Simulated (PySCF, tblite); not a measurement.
# C4H3F2S radical: geometry, infrared bands and EPR parameters

Aim: predict the infrared bands and EPR parameters of C4H3F2S radical (`FC1=C(F)S[CH]C1`).

The runs use tblite 0.8.0 and PySCF 2.14.0, with density-fitted response routines of our own; the level of theory stands in each step. All values are computed, except where a source is named. Atoms count from 0, in the outputs and in this text.

### 1 The molecule as given

10 atoms, charge 0, multiplicity 2; geometry from: force field or distance geometry start.

Bonds of the start (Å): F0–C1 1.38, C1–C2 1.33, C2–F3 1.36, C2–S4 1.82, S4–C5 1.84, C5–C6 1.51, C6–C1 1.45, C5–H7 1.12, C6–H8 1.11, C6–H9 1.11.

### 2 Optimising the geometry with GFN2-xTB

What the job is given:

```
{"job": {"kind": "relax", "xc": "GFN2-xTB", "basis": "xTB"}, "charge": 0, "multiplicity": 2}
F      0.625900     2.089700     0.374100
C      0.367100     0.789400    -0.010200
C      1.371800    -0.028000    -0.331200
F      2.689300     0.290200    -0.369100
S      0.607900    -1.631800    -0.732400
C     -0.942400    -1.278800     0.200000
C     -0.957200     0.210900    -0.071600
H     -0.760900    -1.440700     1.294100
H     -1.621200     0.640200     0.710100
H     -1.371400     0.363600    -1.086300
```

Launch:

```
OMP_NUM_THREADS=1 python probes_run.py task.json out
```

This one command runs all jobs of the session in turn.

What it wrote:

```text
step      E/eV     max force
  0    -616.63791    3.169
  1    -616.96410    2.317
  2    -617.14777    1.122
  3    -617.29509    1.040
  4    -617.35913    0.811
  5    -617.40855    0.699
  6    -617.44421    0.674
  7    -617.51101    1.001
  8    -617.55082    0.947
  9    -617.60125    0.667
 10    -617.63585    0.604
 11    -617.67986    0.763
 12    -617.75729    1.122
 13    -617.84130    1.043
 14    -617.88988    0.628
 15    -617.84464    2.010
 16    -617.92400    0.367
 17    -617.93404    0.299
 18    -617.95164    0.483
 19    -617.95965    0.338
 20    -617.97083    0.238
 21    -617.98174    0.256
 22    -618.00242    0.257
 23    -618.01390    0.392
 24    -618.01188    0.522
 25    -618.02208    0.227
 26    -618.02471    0.198
 27    -618.02844    0.138
 28    -618.02982    0.125
 29    -618.03251    0.112
 30    -618.03369    0.090
 31    -618.03459    0.050
 32    -618.03503    0.054
 33    -618.03543    0.059
 34    -618.03577    0.044
 35    -618.03603    0.042
 36    -618.03621    0.036
 37    -618.03636    0.033
 38    -618.03649    0.031
 39    -618.03660    0.033
 40    -618.03673    0.039
 41    -618.03689    0.039
 42    -618.03707    0.039
 43    -618.03723    0.028
 44    -618.03733    0.023
 45    -618.03740    0.028
 46    -618.03746    0.035
 47    -618.03754    0.034
 48    -618.03761    0.025
 49    -618.03767    0.018
 50    -618.03770    0.014
 51    -618.03771    0.012
 52    -618.03773    0.011
 53    -618.03774    0.011
 54    -618.03775    0.007
```

Run time: 0.22 s. Hardware: 1 thread of Arm Neoverse V2, shared host.

Along the way: (not every step is listed)

```csv
step,energy from step 0 (eV),largest force (eV/Å)
0,0.0000,3.1691
1,-0.3262,2.3167
2,-0.5099,1.1223
3,-0.6572,1.0402
4,-0.7212,0.8113
5,-0.7706,0.6990
6,-0.8063,0.6742
7,-0.8731,1.0008
8,-0.9129,0.9467
12,-1.1194,1.1224
16,-1.2861,0.3667
20,-1.3329,0.2378
24,-1.3740,0.5222
28,-1.3919,0.1250
32,-1.3971,0.0544
36,-1.3983,0.0362
40,-1.3988,0.0389
44,-1.3994,0.0233
48,-1.3997,0.0248
49,-1.3998,0.0181
50,-1.3998,0.0140
51,-1.3998,0.0124
52,-1.3998,0.0108
53,-1.3998,0.0112
54,-1.3998,0.0073
```

Distances of close pairs at the start and the end, largest changes first:

```
 bond  before (Å)  after (Å)  change (Å)
S4–C5       1.843      1.713      -0.130
C2–S4       1.821      1.753      -0.068
C5–H7       1.121      1.068      -0.053
C1–C6       1.446      1.490      +0.044
F0–C1       1.380      1.340      -0.040
C5–C6       1.514      1.483      -0.032
C2–F3       1.356      1.330      -0.026
C6–H8       1.112      1.101      -0.011
```

The end geometry stands in the next job.

### 3 Infrared spectrum with GFN2-xTB

What the job is given:

```
{"job": {"kind": "ir", "xc": "GFN2-xTB", "basis": "xTB"}, "charge": 0, "multiplicity": 2}
F      0.529155     2.193191    -0.269358
C      0.412515     0.864228    -0.141066
C      1.428554     0.002121    -0.241872
F      2.704634     0.289355    -0.480676
S      0.949171    -1.670384    -0.029100
C     -0.675347    -1.194486     0.231920
C     -0.923637     0.263860     0.133475
H     -1.426094    -1.938826     0.383266
H     -1.354295     0.677979     1.058354
H     -1.635774     0.517616    -0.667469
```

What it wrote:

```text
mode    cm-1     km/mol
  1      53.5     26.94
  2     171.8      4.05
  3     250.1      3.31
  4     258.9      5.40
  5     325.6     11.00
  6     372.9      0.61
  7     445.6      1.90
  8     466.1      9.62
  9     559.7      7.75
 10     692.4     11.70
 11     839.7      3.89
 12     892.1      3.23
 13     942.4    114.95
 14    1049.2     20.92
 15    1053.6      1.98
 16    1159.7    127.13
 17    1200.5     35.72
 18    1222.4     40.29
 19    1303.1     50.49
 20    1432.7     10.30
 21    1691.6     81.31
 22    2806.9      8.31
 23    2867.7     22.85
 24    3199.0      0.79
```

Wall time 0.2 s (1 thread of Arm Neoverse V2, shared host).

Which atoms move in the most intense modes:

| cm⁻¹ | km/mol | atoms |
| --- | --- | --- |
| 54 | 26.9 | C5 61 %, S4 12 % |
| 942 | 115.0 | C2 47 %, F0 17 %, C6 12 % |
| 1160 | 127.1 | C2 46 %, F3 21 %, C1 13 % |
| 1200 | 35.7 | C1 37 %, H9 21 %, H8 21 % |
| 1222 | 40.3 | C5 46 %, H7 24 %, C6 20 % |
| 1303 | 50.5 | C6 36 %, C1 34 % |
| 1692 | 81.3 | C1 49 %, C2 47 % |
| 2868 | 22.9 | H8 53 %, H9 43 % |

### 4 EPR parameters: B3LYP/pcH-1

Same as in step 3 but for these lines:

```diff
@@ -1,2 +1,2 @@
-{"job": {"kind": "ir", "xc": "GFN2-xTB", "basis": "xTB"}, "charge": 0, "multiplicity": 2}
+{"job": {"kind": "epr", "basis": "pcH-1"}, "charge": 0, "multiplicity": 2}
 F      0.529155     2.193191    -0.269358
```

With the program's defaults for keys left out, this is: UKS B3LYP, pcH-1 on C F H S, non-relativistic, mean-field spin-orbit, GIAO.

What it wrote:

```text
UKS, coarse grid
  cycle   1  E = -751.95985284  |g| = 4.58e-01
  cycle   2  E = -751.85899245  |g| = 7.17e-01
  cycle   3  E = -752.02651136  |g| = 6.84e-02
  cycle   4  E = -752.02791362  |g| = 4.08e-02
  cycle   5  E = -752.02867127  |g| = 1.27e-02
  cycle   6  E = -752.02874552  |g| = 5.25e-03
  cycle   7  E = -752.02876264  |g| = 1.98e-03
  cycle   8  E = -752.02876551  |g| = 1.28e-03
  cycle   9  E = -752.02876658  |g| = 2.54e-04
UKS, final grid
  cycle   1  E = -752.02873684  |g| = 3.21e-04
  cycle   2  E = -752.02873679  |g| = 4.60e-04
  cycle   3  E = -752.02873689  |g| = 5.52e-05
  cycle   4  E = -752.02873690  |g| = 2.16e-05
E = -752.02873690 Eh   <S^2> = 0.7554 (exact 0.7500)
g shifts (ppm)      1          2          3
  rmc          -165       -165       -165
  gc             -1         36         30
  oz_so         -60        461       5866
  total        -226        331       5730
hyperfine (MHz)  atom isotope    a_iso     a_fc   dipolar eigenvalues
    0   19F       3.00       3.13    -12.25     -8.98     21.23
    1   13C       6.94       6.91     -6.15     -3.52      9.67
    2   13C      -9.41      -9.41     -6.81      2.59      4.22
    3   19F      -8.58      -8.44    -13.05      3.93      9.13
    4   33S       4.86       5.33    -23.08    -17.94     41.01
    5   13C      83.41      83.07    -71.21    -70.51    141.72
    6   13C     -36.21     -36.23     -1.80      0.20      1.59
    7    1H     -55.40     -55.50    -33.43     -0.73     34.16
    8    1H     141.09     141.08     -4.44     -3.19      7.64
    9    1H     143.34     143.33     -4.32     -2.95      7.27
```

It took 49 s on 1 thread of Arm Neoverse V2, shared host; peak memory 0.75 GiB.

Principal g values 2.00209, 2.00265, 2.00805; g(iso) = 2.00426, against 2.00232 for a free electron.

Mean a(iso) over the nuclei that a row names, and the largest dipolar term of the row (other rows stand at the frozen geometry):

```
nuclei  isotope  a(iso) (MHz)  a(iso) (G, at g = 2.0023)  largest dipolar term (MHz)
H8, H9       1H         142.2                       50.7                         7.6
    C5      13C          83.4                       29.8                       141.7
    H7       1H         -55.4                      -19.8                        34.2
    C6      13C         -36.2                      -12.9                        -1.8
    C2      13C          -9.4                       -3.4                        -6.8
    F3      19F          -8.6                       -3.1                       -13.1
    C1      13C           6.9                        2.5                         9.7
    S4      33S           4.9                        1.7                        41.0
    F0      19F           3.0                        1.1                        21.2
```

Mulliken spin populations:

```
atom  value (e)
  F0       0.00
  C1       0.06
  C2      -0.04
  F3       0.00
  S4       0.16
  C5       0.82
  C6      -0.08
  H7      -0.04
  H8       0.06
  H9       0.06
```

In first order the couplings over 0.8 MHz of 1H, 19F give 24 distinct lines over 125.4 G, if the averaged nuclei exchange fast.

The fields below are evaluated on a grid from the run's orbitals.

ELF in a plane through or near 8 of the atoms.

Ten even steps from '0' (0.00) to '9' (1.00):
```
0000000000000000000000000000
0000000000000000000000000000
0000000000000000000000000000
0000000001221000000000000000
0000000125664000000000000000
0000000368786000000000000000
0000001577474113542000000000
0000000246774664663100000000
0000000001313894153000000000
0000124103752771363000000000
0000368763144017764442000000
0000476374725135648998300000
0000368774688478129999610000
0000147741572418559999500000
0000012100461625202575000000
0000000000578876200000000000
0000000001478986200000000000
0000000000246763100000000000
0000000000001110000000000000
0000000000000000000000000000
```
The map spans 10.5 Å across and 9.0 Å up, centred on the molecule. Atoms in the plane (x, y in Å): F0 (-1.4, 1.8), C1 (-0.7, 0.6), C2 (-1.3, -0.6), F3 (-2.6, -0.8), S4 (-0.2, -1.9), C5 (1.1, -0.8), C6 (0.8, 0.6), H7 (2.1, -1.2).

On the surface of density 0.002 e/bohr³ the electrostatic potential runs, from the 1st to the 99th percentile, from -0.67 V near F0 to 1.23 V near H7.

The spin density lies nearest to C5 52 %; S4 19 %; H7 8 %.

### 5 Outcome

```
                                 quantity                    value
strongest single infrared mode (GFN2-xTB)    1160 cm⁻¹, 127 km/mol
             zero-point energy (GFN2-xTB)            36.1 kcal/mol
                           g(iso) (B3LYP)                  2.00426
                                     ⟨S²⟩       0.755 (exact 0.75)
       largest a(iso) (averaged by class)  1H on H8, H9, 142.2 MHz
    surface potential, 1st and 99th percentile       -0.67 V and 1.23 V
```

Over 54 steps the energy fell by 1.400 eV; of the close pairs, S4–C5 changed most, 1.843 to 1.713 Å. All 24 modes are real, so the xTB geometry is a minimum. The strongest single mode, at 1160 cm⁻¹, is carried by C2, F3, C1. Unscaled tight-binding wavenumbers are off by several per cent, some by more. Its intensities can rank the bands wrongly. Most of the unpaired spin sits on C5 (0.82 e). The isotropic g lies 1.9 ppt above the free-electron value.
